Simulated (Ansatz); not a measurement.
# Ti: energy and stress against strain

The task, for Ti: strain the cell along the Voigt pattern (0, 0, 1, 0, 0, 0).

Method: DFT PBEsol, scalar-relativistic, plane waves, PAW, in Ansatz 0.2.0.

### Step 1. Starting point

Symmetry: Fm-3m, No. 225, cubic system. Conventional cell: a = 4.060 Å, b = 4.060 Å, c = 4.060 Å, α = 90.00°, β = 90.00°, γ = 90.00°. Ti (site symmetry m-3m) is surrounded by 12 Ti at 2.87 Å.

Structure file:

```
CELL_PARAMETERS angstrom
0.00000 2.03000 2.03000
2.03000 0.00000 2.03000
2.03000 2.03000 0.00000
ATOMIC_POSITIONS crystal
Ti 0.00000 0.00000 0.00000
```

No relaxation comes first: the listed cell is the starting point.

### Step 2. Zero of energy

The reference gives a free energy of -2473.8498 eV, pressure -0.28 GPa, largest force 0.000 eV/Å and gap on the mesh none (metal). It was computed beforehand with the settings of the runs below.

### Step 3. The scan: energy and stress against strain

The cell is strained by ε times the Voigt pattern (0, 0, 1, 0, 0, 0) (xx, yy, zz, yz, xz, xy; engineering shear), with fractional coordinates fixed (clamped ions). The stress on the pattern is the sum of the stress components weighted by it, tension positive.

### Step 4. Point ε = -0.1500

The input, input.yaml:

```yaml
crystal:
  lattice:
    - [0.0, 2.03, 1.7255]
    - [2.03, 0.0, 1.7255]
    - [2.03, 2.03, 0.0]
  atoms:
    - { symbol: Ti, position: [0.0, 0.0, 0.0] }
basis:
  ecutwfc: 420
kpoints:
  mp_grid: { grid: [20, 20, 20] }
hamiltonian:
  xc: pbesol
scf:
  occupations: { method: gaussian, width: 0.15 }
output:
  forces: true
  stress: true
  eigenvalues: true
```

Launch:

```bash
> ansatz run input.yaml --threads 1 --pin off --max-ram 2560MiB --backend cpu --events-out ev --progress --plain --runs-dir out
```

### Step 5. At ε = 0.1125

Changes to input.yaml since step 4:

```diff
@@ -2,4 +2,4 @@
   lattice:
-    - [0.0, 2.03, 1.7255]
-    - [2.03, 0.0, 1.7255]
+    - [0.0, 2.03, 2.258375]
+    - [2.03, 0.0, 2.258375]
     - [2.03, 2.03, 0.0]
```

### Step 6. Point ε = -0.0750

Changes to input.yaml since step 5:

```diff
@@ -2,4 +2,4 @@
   lattice:
-    - [0.0, 2.03, 2.258375]
-    - [2.03, 0.0, 2.258375]
+    - [0.0, 2.03, 1.87775]
+    - [2.03, 0.0, 1.87775]
     - [2.03, 2.03, 0.0]
```

### Step 7. ε = 0.0375

Changes to input.yaml since step 6:

```diff
@@ -2,4 +2,4 @@
   lattice:
-    - [0.0, 2.03, 1.87775]
-    - [2.03, 0.0, 1.87775]
+    - [0.0, 2.03, 2.106125]
+    - [2.03, 0.0, 2.106125]
     - [2.03, 2.03, 0.0]
```

### Step 8. At ε = 0.1500

Changes to input.yaml since step 7:

```diff
@@ -2,4 +2,4 @@
   lattice:
-    - [0.0, 2.03, 2.106125]
-    - [2.03, 0.0, 2.106125]
+    - [0.0, 2.03, 2.3345]
+    - [2.03, 0.0, 2.3345]
     - [2.03, 2.03, 0.0]
```

### Step 9. ε = -0.1125

Changes to input.yaml since step 8:

```diff
@@ -2,4 +2,4 @@
   lattice:
-    - [0.0, 2.03, 2.3345]
-    - [2.03, 0.0, 2.3345]
+    - [0.0, 2.03, 1.801625]
+    - [2.03, 0.0, 1.801625]
     - [2.03, 2.03, 0.0]
```

### Step 10. At ε = 0.0750

Changes to input.yaml since step 9:

```diff
@@ -2,4 +2,4 @@
   lattice:
-    - [0.0, 2.03, 1.801625]
-    - [2.03, 0.0, 1.801625]
+    - [0.0, 2.03, 2.18225]
+    - [2.03, 0.0, 2.18225]
     - [2.03, 2.03, 0.0]
```

### Step 11. Point ε = -0.0375

Changes to input.yaml since step 10:

```diff
@@ -2,4 +2,4 @@
   lattice:
-    - [0.0, 2.03, 2.18225]
-    - [2.03, 0.0, 2.18225]
+    - [0.0, 2.03, 1.953875]
+    - [2.03, 0.0, 1.953875]
     - [2.03, 2.03, 0.0]
```

### Step 12. At ε = 0.1312

Changes to input.yaml since step 11:

```diff
@@ -2,4 +2,4 @@
   lattice:
-    - [0.0, 2.03, 1.953875]
-    - [2.03, 0.0, 1.953875]
+    - [0.0, 2.03, 2.296336]
+    - [2.03, 0.0, 2.296336]
     - [2.03, 2.03, 0.0]
```

(Steps that only read results are left out.)

Before running it: what results should come out? Wanted: slope of the stress at ε = 0, over ±0.0375.

As calculated:

```
                                  quantity    value
slope of the stress at ε = 0, over ±0.0375  136 GPa
```

In words: From the stress slope, C33 is about 136 GPa with the ions clamped. The step is wide, so higher orders mix in. No sampled point lies below the undisturbed cell. Compression costs more than tension: 181.6 against 137.0 meV/atom at the ends.
